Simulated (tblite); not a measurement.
# C4H13B2NO2: the cost of one run

Programs: tblite 0.8.0 and PySCF 2.14.0, with density-fitted response routines of our own. Each step states its level of theory. These are calculated values for one molecule in the gas phase, unless marked as measured. Atoms are numbered from 0 throughout.

## (1) The starting structure

22 atoms, charge 0, multiplicity 1; geometry from: force field or distance geometry start.

Bonds of the start (Å): B0–O1 1.46, O1–B2 1.47, B2–N3 1.53, N3–C4 1.43, B2–O5 1.45, O5–C6 1.39, C6–C7 1.51, C6–C8 1.53, B0–H9 1.20, B0–H10 1.18, N3–H11 1.06, C4–H12 1.09, C4–H13 1.11, C4–H14 1.12, C6–H15 1.11, C7–H16 1.10, C7–H17 1.12, C7–H18 1.12, C8–H19 1.11, C8–H20 1.10, C8–H21 1.10.

## (2) Geometry optimisation with GFN2-xTB

What the job is given:

```
{"job": {"kind": "relax", "xc": "GFN2-xTB", "basis": "xTB"}, "charge": 0, "multiplicity": 1}
B     -1.579300    -2.261800    -0.584800
O     -0.536400    -1.313300    -0.964500
B     -0.798300     0.019400    -0.397900
N     -2.163400     0.152700     0.271700
C     -2.891300     1.335400    -0.059200
O      0.360800     0.766400     0.063300
C      1.547000     0.058400    -0.092700
C      2.549600     0.737200    -0.999600
C      2.216600    -0.253100     1.242000
H     -2.674400    -2.215600    -1.079600
H     -1.548800    -2.735300     0.499600
H     -2.087300     0.000000     1.316000
H     -3.738200     1.205800    -0.738600
H     -2.237300     2.114800    -0.515100
H     -3.316000     1.773700     0.874600
H      1.306800    -0.932700    -0.530100
H      2.745800     1.783800    -0.714200
H      2.140100     0.665100    -2.034700
H      3.470100     0.101000    -0.958400
H      3.246800    -0.601200     1.006900
H      2.277400     0.684200     1.818500
H      1.699100    -1.065600     1.774400
```

Run with:

```console
$ OMP_NUM_THREADS=1 python probes_run.py task.json out
```

One launch serves the whole session: the jobs run in the order shown.

Q: Estimate the wall time and peak memory of this first job on 1 thread of AMD EPYC, shared host.

About 3 s, with a peak of 0.18 GiB.
